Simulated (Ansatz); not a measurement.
# BF3H4OSi: how energies converge with the basis set

An exercise on one series of results from a longer session: the logs are not shown, and one member is left open.

Method: one geometry, several basis sets; program: Ansatz 0.2.0, Gaussian basis.

The runs, in order: PBE0-D4/def2-SVP; ωB97M-V/def2-SVP; PBE0-D4/def2-QZVPP; ωB97M-V/def2-QZVPP; the functionals' def2-TZVPP values are taken from earlier runs.

### The relaxed structure

All runs share one geometry, relaxed beforehand with PBE0-D4 in a triple-zeta def2 set.

SMILES `F[B-](F)(F)[OH+][SiH3]`, 10 atoms, charge 0, spin multiplicity 1.

Atoms are counted from 1 here; the program's logs count them from 0.

Bond lengths: F1–B2 1.345 Å, B2–F3 1.363 Å, B2–F4 1.353 Å, B2–O5 1.698 Å, O5–Si6 1.707 Å, O5–H7 0.962 Å, Si6–H8 1.472 Å, Si6–H9 1.482 Å, Si6–H10 1.475 Å. Angles: F1–B2–F3 115.7°, F1–B2–F4 115.6°, F1–B2–O5 104.2°, F3–B2–F4 115.8°, F3–B2–O5 99.5°, F4–B2–O5 102.7°, B2–O5–Si6 120.6°, B2–O5–H7 112.7°, Si6–O5–H7 119.0°, O5–Si6–H8 106.8°, O5–Si6–H9 103.6°, O5–Si6–H10 109.9°, H8–Si6–H9 111.9°, H8–Si6–H10 113.3°, H9–Si6–H10 110.8°.

Set-up of the first run:

Contents of in.yaml:

```yaml
crystal:
  periodic: [false, false, false]
  atoms:
    - {symbol: F, position_ang: [-1.226021, -1.852013, -1.084729]}
    - {symbol: B, position_ang: [-0.122770, -1.082148, -1.072410]}
    - {symbol: F, position_ang: [0.896493, -1.520779, -0.281060]}
    - {symbol: F, position_ang: [0.242018, -0.564049, -2.268193]}
    - {symbol: O, position_ang: [-0.585824, 0.295647, -0.194628]}
    - {symbol: Si, position_ang: [0.325078, 0.812607, 1.153671]}
    - {symbol: H, position_ang: [-1.024063, 0.954581, -0.741063]}
    - {symbol: H, position_ang: [0.175689, -0.222231, 2.189770]}
    - {symbol: H, position_ang: [-0.324345, 2.085655, 1.546700]}
    - {symbol: H, position_ang: [1.726744, 1.041630, 0.754843]}
basis:
  gaussian: {orbitals: def2-SVP}
hamiltonian: {xc: pbe0, dispersion: d4}
output: {orbitals: {seedname: orbitals}}
```

Among the steps run: PBE0-D4 in def2-SVP; ωB97M-V in def2-SVP; PBE0-D4 in def2-QZVPP; ωB97M-V in def2-QZVPP.

One table of the session follows, with a row left open; its other results are not shown here.

It belongs to the step «Density functionals: the series». 

```
functional       basis  HOMO (eV)
   PBE0-D4    def2-SVP          ?
   PBE0-D4  def2-TZVPP     -10.18
   PBE0-D4  def2-QZVPP     -10.19
   ωB97M-V    def2-SVP     -12.40
   ωB97M-V  def2-TZVPP     -12.50
   ωB97M-V  def2-QZVPP     -12.51
```

Estimate the missing values for PBE0-D4, def2-SVP.

As computed: HOMO (eV): -10.10. In the column «HOMO (eV)» it is the highest.
